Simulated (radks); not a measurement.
**The Coulomb parameter U of the 4f shell of Nd⁺**

One table from this session's results is given with a row withheld; the runs are named, their logs left out.

The numbers are computed with radks (a radial shooting solver on a logarithmic mesh, Libxc functionals) version 1 (scalar-relativistic Kohn-Sham, LDA (Slater exchange, Perdew-Wang correlation), spin-unpolarised, spherical densities, finite nucleus), except any that are marked as measured or tabulated.

### What is computed

```
element            : neodymium (Z = 60)
charge             : +1
electrons          : 59
configuration      : [Xe] 4f3 5d1 6s1
nuclear rms radius : 4.9123 fm
```

The outer shells:

Nd⁺
```
[Xe] core
4f [↑ ][↑ ][↑ ][  ][  ][  ][  ]
5d [↑ ][  ][  ][  ][  ]
6s [↑ ]
```

Set-up of the first run:

Settings of this run:

```text
Z 60
configuration [Xe] 4f3 5d1 6s1
relativity scalar-relativistic
functional lda,pw
spin unpolarised
nucleus finite rms 4.9123 fm
c 137.035999084
```

Among the steps run: Start: [Xe] 4f3 5d1 6s1.

One table of the session follows, with a row left open; its other results are not shown here.

It belongs to the step «Start: [Xe] 4f3 5d1 6s1». Radial moments (bohr):

```
level     <r>  outermost maximum (interpolated)  90 % within  nodes
   4s  0.6067                             0.565        0.872      3
   4p  0.6420                             0.589        0.934      2
   4d  0.7036                             0.617         1.06      1
   5s   1.445                              1.30         2.08      4
   5p       ?                                 ?            ?      ?
   4f  0.9944                             0.650         1.71      0
   6s   3.822                              3.39         5.51      5
   5d   2.648                              2.06         4.13      2
```

**Question.** Estimate the row for 5p.

**Answer.** <r>: 1.680; outermost maximum (interpolated): 1.47; 90 % within: 2.46; nodes: 3. In the column «<r>» it lies between 5s (1.445) and 5d (2.648).
